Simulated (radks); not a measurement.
# Cl in [Ne] 3s2 3p4 4p1: an all-electron calculation

Aim: the levels, the sizes of the orbitals and the parts of the energy of neutral chlorine.

Program: radks (a radial shooting solver on a logarithmic mesh, Libxc functionals) version 1. Level of theory: scalar-relativistic Kohn-Sham, exchange-only PBE, spin-unpolarised, spherical densities, finite nucleus. These are calculated values, not measurements, unless marked.

### 1 What is computed

```
element            : chlorine (Z = 17)
charge             : 0
electrons          : 17
configuration      : [Ne] 3s2 3p4 4p1
nuclear rms radius : 3.3654 fm
```

Outer shells as boxes (Hund's rule):

Cl
```
[Ne] core
3s [↑↓]
3p [↑↓][↑ ][↑ ]
4p [↑ ][  ][  ]
```

### 2 The run

The run's settings:

```text
Z 17
configuration [Ne] 3s2 3p4 4p1
relativity scalar-relativistic
functional pbe,
spin unpolarised
nucleus finite rms 3.3654 fm
c 137.035999084
```

**Question.** What will this run give?

The runs gave:

| quantity | value |
| --- | --- |
| total energy | -460.39957 hartree |
| exchange-correlation share of it | 5.89 % |
| −T/E | 1.0057 |
| highest occupied level | 4p, -0.975 eV |
| most extended occupied level | 4p, <r> = 7.62 bohr |
| radius at density 0.001 e/bohr³ | 3.85 bohr |
| maxima of the radial density | 4 |

The radial density shows 4 maxima for 4 occupied principal shells. −T/E is 1.006: with relativity the kinetic term as defined here no longer equals −E. This is not the tabulated ground configuration, so its levels and sizes aren't those of the ground state, and no measured value stands beside it.
